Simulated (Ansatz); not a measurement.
# Ge6MoW2: a trial structure relaxed

The task: take a trial cell of Ge6MoW2 to zero force and stress.

Program: Ansatz 0.2.0. Level of theory: DFT PBE, scalar-relativistic, plane waves, PAW. These are calculated values, not measurements.

2 further runs of the same task are left out: 1 that didn't finish, 1 set aside as unsound or not needed.

**1. The structure to begin with**

It takes space group Fmmm (No. 69, orthorhombic). The conventional cell has a = 5.048 Å, b = 8.808 Å, c = 15.145 Å, α = 90.00°, β = 90.00°, γ = 90.00°. Ge (site symmetry m) has 5 Ge at 2.92 to 2.94 Å and 4 W at 2.92 to 2.94 Å and 1 Mo at 2.92 Å as nearest neighbours. Ge (site symmetry m2m) has 5 Ge at 2.92 to 2.94 Å and 3 Mo at 2.92 to 2.94 Å and 2 W at 2.92 Å as nearest neighbours. Mo (site symmetry mmm) has 10 Ge at 2.92 to 2.94 Å as nearest neighbours. W (site symmetry mm2) has 10 Ge at 2.92 to 2.94 Å as nearest neighbours.

As a file:

```xyz
9
Lattice="0.0000 4.4040 7.5724 2.5241 0.0000 7.5724 2.5241 4.4040 0.0000" Properties=species:S:1:pos:R:3 pbc="T T T"
Ge    2.5241    7.3397   10.0965
Ge    2.5241    2.9357    7.5724
Ge    2.5241    7.3397    5.0483
Ge    2.5241    1.4683   10.0965
Ge    2.5241    5.8723    7.5724
Ge    2.5241    1.4683    5.0483
Mo    0.0000    0.0000    0.0000
W     2.5241    4.4040   10.0965
W     2.5241    4.4040    5.0483
```

The start is an ordering of an alloy on its end members' structure types: elements ordered on the sites of the Ge2W type, Mo/W on W (Fmmm, No. 69).

**2. A first look at the guess**

File input.yaml:

```yaml
crystal:
  lattice:
    - [0.0, 4.40400483, 7.57237564]
    - [2.52412521, 0.0, 7.57237564]
    - [2.52412521, 4.40400483, 0.0]
  atoms:
    - { symbol: Ge, position: [0.99996666, 0.33336667, 0.66663333] }
    - { symbol: Ge, position: [0.33329999, 0.66670001, 0.33329999] }
    - { symbol: Ge, position: [0.66663333, 3.334e-05, 0.99996666] }
    - { symbol: Ge, position: [0.33336667, 0.99996666, 3.334e-05] }
    - { symbol: Ge, position: [0.66670001, 0.33329999, 0.66670001] }
    - { symbol: Ge, position: [3.334e-05, 0.66663333, 0.33336667] }
    - { symbol: Mo, position: [0.0, 0.0, 0.0] }
    - { symbol: W, position: [0.66666667, 0.66666667, 0.33333333] }
    - { symbol: W, position: [0.33333333, 0.33333333, 0.66666667] }
basis:
  ecutwfc: 420
kpoints:
  mp_grid: { grid: [4, 4, 4] }
hamiltonian:
  xc: pbe
scf:
  occupations: { method: gaussian, width: 0.1 }
  lower_state_search: "off"
output:
  forces: true
  stress: true
  eigenvalues: true
```

On the command line:

```
> ansatz run input.yaml --threads 1 --pin off --max-ram 2560MiB --backend cpu --events-out ev --progress --plain --runs-dir out
```

The session goes on with these runs: rough relaxation on the coarse mesh; spin check on a coarse mesh; full relaxation.

What does the calculation give? Wanted: conventional cell; volume; energy over the elements; gap on the mesh.

As calculated:

```
                              quantity                                                                       value
symmetry at the end (tolerance 0.05 Å)                                                   space group Fmmm (No. 69)
                     conventional cell  a = 4.724 Å, b = 8.288 Å, c = 14.176 Å, α = 90.00°, β = 90.00°, γ = 90.00°
                                volume                                                               15.42 Å³/atom
              energy over the elements                                                                0.00 eV/atom
                       gap on the mesh                                                                none (metal)
```

**Reading.** The space group Fmmm (No. 69) is kept, and the volume per atom shrinks by 17.6 % from the first guess. The formation energy of this structure is too near zero to say whether it is bound against the elements. No finished test with a distortion of lower symmetry is shown, so the end may be a saddle point. The runs treat W without spin-orbit coupling. Other magnetic orders were not searched.
